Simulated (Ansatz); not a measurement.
Born–Oppenheimer molecular dynamics of a periodic cell of 16 atoms, Li (start crystal Li, start structure bcc, volume 1.05 times the crystal's). It starts from a structure without forces on its atoms.

These are results of DFT PBEsol, scalar-relativistic, plane waves, PAW in Ansatz, not measurements. Settings: accuracy low, cutoff 420 eV, k mesh 2x2x2, fermi-dirac smearing 0.16 eV, no spin polarisation.

```yaml
ensemble: NVT, Langevin thermostat
time_step: 1 fs
steps_asked: 200
set_temperature: 1800 K
friction: 0.02 /fs
seed: 200428
```

Frames 1 fs apart, positions in Å.

Velocities at 160.0 fs (Å/ps):

```
Li -14.95 -29.09 -4.99
Li -11.11 7.33 -1.45
Li 6.64 -3.90 -6.07
Li -15.17 7.86 11.97
Li 0.56 -5.47 5.88
Li -2.38 -2.08 32.48
Li -2.75 4.39 -2.80
Li -2.79 10.97 -9.74
Li -1.05 -2.23 34.73
Li -31.88 -4.16 10.49
Li -0.96 5.33 -2.34
Li 5.79 -21.02 -4.49
Li 5.42 -6.08 -12.57
Li -1.00 -7.08 2.05
Li -0.50 11.19 -6.03
Li -25.97 5.32 -27.32
```

```xyz
16
Lattice="7.0944 0.0000 0.0000 0.0000 7.0944 0.0000 0.0000 0.0000 7.0944" Properties=species:S:1:pos:R:3 time_fs=160.0 energy_less_start_eV=5.254 T=1386
Li -0.233 0.004 -0.501
Li 4.514 -0.187 -0.799
Li 0.424 2.970 1.525
Li -0.110 0.308 3.400
Li 2.151 1.079 -0.011
Li 3.974 3.694 0.061
Li 2.088 0.126 2.836
Li 5.061 1.481 2.058
Li 0.377 4.057 4.357
Li 1.547 5.023 1.313
Li 2.086 3.339 4.791
Li 2.194 2.199 2.273
Li 5.325 5.430 1.899
Li 5.795 2.223 4.583
Li 2.604 6.802 4.820
Li 4.290 4.412 4.141
16
Lattice="7.0944 0.0000 0.0000 0.0000 7.0944 0.0000 0.0000 0.0000 7.0944" Properties=species:S:1:pos:R:3 time_fs=161.0 energy_less_start_eV=5.306 T=1234
Li -0.248 -0.024 -0.506
Li 4.500 -0.181 -0.802
Li 0.430 2.964 1.518
Li -0.124 0.319 3.411
Li 2.152 1.075 -0.005
Li 3.972 3.693 0.093
Li 2.086 0.133 2.832
Li 5.059 1.490 2.047
Li 0.376 4.057 4.389
Li 1.516 5.021 1.322
Li 2.089 3.345 4.791
Li 2.200 2.183 2.270
Li 5.330 5.425 1.889
Li 5.793 2.212 4.588
Li 2.604 6.813 4.816
Li 4.266 4.418 4.114
16
Lattice="7.0944 0.0000 0.0000 0.0000 7.0944 0.0000 0.0000 0.0000 7.0944" Properties=species:S:1:pos:R:3 time_fs=162.0 energy_less_start_eV=5.344 T=1132
Li -0.264 -0.050 -0.510
Li 4.484 -0.179 -0.807
Li 0.435 2.959 1.510
Li -0.138 0.335 3.420
Li 2.152 1.069 0.000
Li 3.970 3.693 0.125
Li 2.086 0.143 2.827
Li 5.057 1.494 2.035
Li 0.378 4.060 4.418
Li 1.486 5.021 1.331
Li 2.096 3.348 4.791
Li 2.202 2.175 2.267
Li 5.333 5.423 1.881
Li 5.790 2.198 4.596
Li 2.605 6.822 4.814
Li 4.245 4.423 4.089
16
Lattice="7.0944 0.0000 0.0000 0.0000 7.0944 0.0000 0.0000 0.0000 7.0944" Properties=species:S:1:pos:R:3 time_fs=163.0 energy_less_start_eV=5.368 T=1065
Li -0.278 -0.070 -0.512
Li 4.467 -0.181 -0.810
Li 0.438 2.954 1.504
Li -0.149 0.353 3.429
Li 2.152 1.059 0.008
Li 3.965 3.694 0.154
Li 2.085 0.149 2.820
Li 5.056 1.497 2.019
Li 0.382 4.067 4.447
Li 1.461 5.022 1.340
Li 2.104 3.349 4.789
Li 2.205 2.170 2.267
Li 5.337 5.424 1.873
Li 5.788 2.180 4.605
Li 2.603 6.830 4.815
Li 4.224 4.424 4.065
16
Lattice="7.0944 0.0000 0.0000 0.0000 7.0944 0.0000 0.0000 0.0000 7.0944" Properties=species:S:1:pos:R:3 time_fs=164.0 energy_less_start_eV=5.379 T=1157
Li -0.289 -0.088 -0.514
Li 4.451 -0.185 -0.810
Li 0.439 2.953 1.498
Li -0.161 0.372 3.438
Li 2.150 1.051 0.020
Li 3.957 3.696 0.182
Li 2.083 0.152 2.814
Li 5.059 1.500 1.998
Li 0.386 4.078 4.474
Li 1.440 5.023 1.347
Li 2.112 3.351 4.787
Li 2.209 2.167 2.271
Li 5.341 5.426 1.864
Li 5.786 2.160 4.613
Li 2.597 6.838 4.816
Li 4.199 4.425 4.040
16
Lattice="7.0944 0.0000 0.0000 0.0000 7.0944 0.0000 0.0000 0.0000 7.0944" Properties=species:S:1:pos:R:3 time_fs=165.0 energy_less_start_eV=5.374 T=1146
Li -0.300 -0.109 -0.519
Li 4.433 -0.187 -0.811
Li 0.435 2.955 1.492
Li -0.172 0.390 3.442
Li 2.146 1.044 0.032
Li 3.952 3.700 0.206
Li 2.082 0.154 2.806
Li 5.061 1.506 1.972
Li 0.388 4.092 4.499
Li 1.423 5.020 1.353
Li 2.123 3.353 4.785
Li 2.211 2.164 2.273
Li 5.347 5.428 1.854
Li 5.780 2.141 4.623
Li 2.590 6.846 4.814
Li 4.170 4.426 4.017
16
Lattice="7.0944 0.0000 0.0000 0.0000 7.0944 0.0000 0.0000 0.0000 7.0944" Properties=species:S:1:pos:R:3 time_fs=166.0 energy_less_start_eV=5.352 T=1217
Li -0.307 -0.132 -0.523
Li 4.414 -0.186 -0.810
Li 0.427 2.957 1.488
Li -0.181 0.408 3.445
Li 2.143 1.038 0.041
Li 3.944 3.707 0.227
Li 2.083 0.152 2.798
Li 5.063 1.516 1.947
Li 0.388 4.109 4.524
Li 1.409 5.015 1.363
Li 2.135 3.356 4.783
Li 2.216 2.165 2.274
Li 5.359 5.429 1.842
Li 5.774 2.123 4.629
Li 2.584 6.852 4.809
Li 4.137 4.425 3.993
16
Lattice="7.0944 0.0000 0.0000 0.0000 7.0944 0.0000 0.0000 0.0000 7.0944" Properties=species:S:1:pos:R:3 time_fs=167.0 energy_less_start_eV=5.324 T=1195
Li -0.312 -0.157 -0.527
Li 4.399 -0.182 -0.805
Li 0.419 2.961 1.483
Li -0.187 0.425 3.449
Li 2.142 1.032 0.050
Li 3.936 3.714 0.246
Li 2.086 0.144 2.790
Li 5.066 1.525 1.923
Li 0.387 4.128 4.550
Li 1.394 5.008 1.374
Li 2.145 3.358 4.778
Li 2.225 2.166 2.275
Li 5.376 5.427 1.833
Li 5.766 2.108 4.632
Li 2.580 6.856 4.803
Li 4.104 4.425 3.969
16
Lattice="7.0944 0.0000 0.0000 0.0000 7.0944 0.0000 0.0000 0.0000 7.0944" Properties=species:S:1:pos:R:3 time_fs=168.0 energy_less_start_eV=5.285 T=1244
Li -0.318 -0.184 -0.529
Li 4.385 -0.178 -0.800
Li 0.410 2.966 1.478
Li -0.193 0.441 3.454
Li 2.139 1.025 0.061
Li 3.927 3.720 0.267
Li 2.093 0.131 2.784
Li 5.069 1.532 1.902
Li 0.382 4.148 4.576
Li 1.380 5.001 1.384
Li 2.156 3.358 4.773
Li 2.235 2.165 2.277
Li 5.394 5.422 1.826
Li 5.755 2.094 4.634
Li 2.576 6.857 4.795
Li 4.074 4.427 3.947
16
Lattice="7.0944 0.0000 0.0000 0.0000 7.0944 0.0000 0.0000 0.0000 7.0944" Properties=species:S:1:pos:R:3 time_fs=169.0 energy_less_start_eV=5.229 T=1438
Li -0.326 -0.210 -0.530
Li 4.366 -0.178 -0.795
Li 0.397 2.972 1.475
Li -0.198 0.459 3.461
Li 2.136 1.018 0.071
Li 3.920 3.726 0.290
Li 2.104 0.114 2.780
Li 5.073 1.543 1.880
Li 0.378 4.173 4.602
Li 1.368 4.994 1.396
Li 2.168 3.354 4.770
Li 2.249 2.165 2.280
Li 5.416 5.417 1.818
Li 5.744 2.084 4.638
Li 2.571 6.858 4.784
Li 4.047 4.431 3.926
16
Lattice="7.0944 0.0000 0.0000 0.0000 7.0944 0.0000 0.0000 0.0000 7.0944" Properties=species:S:1:pos:R:3 time_fs=170.0 energy_less_start_eV=5.172 T=1446
Li -0.333 -0.234 -0.530
Li 4.346 -0.181 -0.791
Li 0.382 2.977 1.471
Li -0.199 0.476 3.468
Li 2.132 1.013 0.080
Li 3.913 3.732 0.315
Li 2.117 0.097 2.772
Li 5.077 1.555 1.855
Li 0.376 4.199 4.628
Li 1.357 4.985 1.409
Li 2.178 3.347 4.769
Li 2.264 2.167 2.283
Li 5.437 5.409 1.809
Li 5.737 2.076 4.642
Li 2.563 6.858 4.772
Li 4.018 4.436 3.905
16
Lattice="7.0944 0.0000 0.0000 0.0000 7.0944 0.0000 0.0000 0.0000 7.0944" Properties=species:S:1:pos:R:3 time_fs=171.0 energy_less_start_eV=5.121 T=1508
Li -0.336 -0.259 -0.529
Li 4.324 -0.184 -0.788
Li 0.372 2.980 1.467
Li -0.197 0.491 3.474
Li 2.124 1.003 0.092
Li 3.905 3.741 0.341
Li 2.132 0.082 2.763
Li 5.079 1.570 1.830
Li 0.372 4.225 4.653
Li 1.345 4.976 1.420
Li 2.188 3.340 4.767
Li 2.280 2.166 2.285
Li 5.458 5.402 1.798
Li 5.731 2.067 4.648
Li 2.551 6.858 4.761
Li 3.989 4.442 3.885
```

Of the whole run (200 fs, mean temperature of the second half 1719 K): A run of 0.2 ps of so small a system gives no equilibrium averages. Limits of this set-up: coarse k mesh, low accuracy level.

Run time: 8.3 min on 1 thread of Intel(R) Xeon(R) Platinum 8488C (Sapphire Rapids), on a shared host, peak memory 0.58 GiB.
